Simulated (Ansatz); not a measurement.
# Mo2Ru3: the cost of one run

Computed with Ansatz 0.2.0 (DFT PBE, scalar-relativistic, plane waves, PAW, unless a step's input says otherwise).

### Step 1. The system as given

The structure is hexagonal, space group P-6m2 (No. 187). The conventional cell has a = 2.790 Å, b = 2.790 Å, c = 22.571 Å, α = 90.00°, β = 90.00°, γ = 120.00°. Mo (site symmetry 3m) is surrounded by 9 Mo at 2.77 to 2.79 Å and 3 Ru at 2.77 Å. Mo (site symmetry 3m) has 3 Ru at 2.77 Å and 9 Mo at 2.77 to 2.79 Å as nearest neighbours. Around Ru (site symmetry 3m) lie 3 Mo at 2.77 Å and 9 Ru at 2.77 to 2.79 Å. Ru (site symmetry -6m2) is surrounded by 12 Ru at 2.77 to 2.79 Å. Around Ru (site symmetry -6m2) lie 6 Mo at 2.77 Å and 6 Ru at 2.79 Å. Around Ru (site symmetry 3m) lie 12 Ru at 2.77 to 2.79 Å.

As a file:

```
Mo Ru
1.0
     2.79028    0.00000    0.00000
    -1.39514    2.41645    0.00000
     0.00000    0.00000   22.57068
Mo Ru
4 6
Direct
  0.33333 0.66667 0.90000
  0.33333 0.66667 0.10000
  0.66667 0.33333 0.20000
  0.66667 0.33333 0.80000
  0.33333 0.66667 0.30000
  0.33333 0.66667 0.50000
  0.33333 0.66667 0.70000
  0.66667 0.33333 0.00000
  0.66667 0.33333 0.40000
  0.66667 0.33333 0.60000
```

The start is an ordering of an alloy on its end members' structure types: elements ordered on the sites of the Fe type, Ru/Mo on Fe (P-6m2, No. 187).

### Step 2. Probe: one point on a coarse mesh

Contents of input.yaml:

```yaml
crystal:
  lattice:
    - [2.79027523, 0.0, 0.0]
    - [-1.39513761, 2.41644923, 0.0]
    - [0.0, 0.0, 22.57067606]
  atoms:
    - { symbol: Mo, position: [0.33333333, 0.66666667, 0.9] }
    - { symbol: Mo, position: [0.33333333, 0.66666667, 0.1] }
    - { symbol: Mo, position: [0.66666667, 0.33333333, 0.2] }
    - { symbol: Mo, position: [0.66666667, 0.33333333, 0.8] }
    - { symbol: Ru, position: [0.33333333, 0.66666667, 0.3] }
    - { symbol: Ru, position: [0.33333333, 0.66666667, 0.5] }
    - { symbol: Ru, position: [0.33333333, 0.66666667, 0.7] }
    - { symbol: Ru, position: [0.66666667, 0.33333333, 0.0] }
    - { symbol: Ru, position: [0.66666667, 0.33333333, 0.4] }
    - { symbol: Ru, position: [0.66666667, 0.33333333, 0.6] }
basis:
  ecutwfc: 420
kpoints:
  mp_grid: { grid: [6, 6, 1] }
hamiltonian:
  xc: pbe
scf:
  occupations: { method: gaussian, width: 0.1 }
  lower_state_search: "off"
output:
  forces: true
  stress: true
  eigenvalues: true
```

On the command line:

```console
$ ansatz run input.yaml --threads 4 --pin off --max-ram 8192MiB --backend cpu --events-out ev --progress --plain --runs-dir out
```

What time and memory should one allow on 4 threads of Arm Neoverse N1, shared host?

About 4.3 s, with a peak of 0.55 GiB.
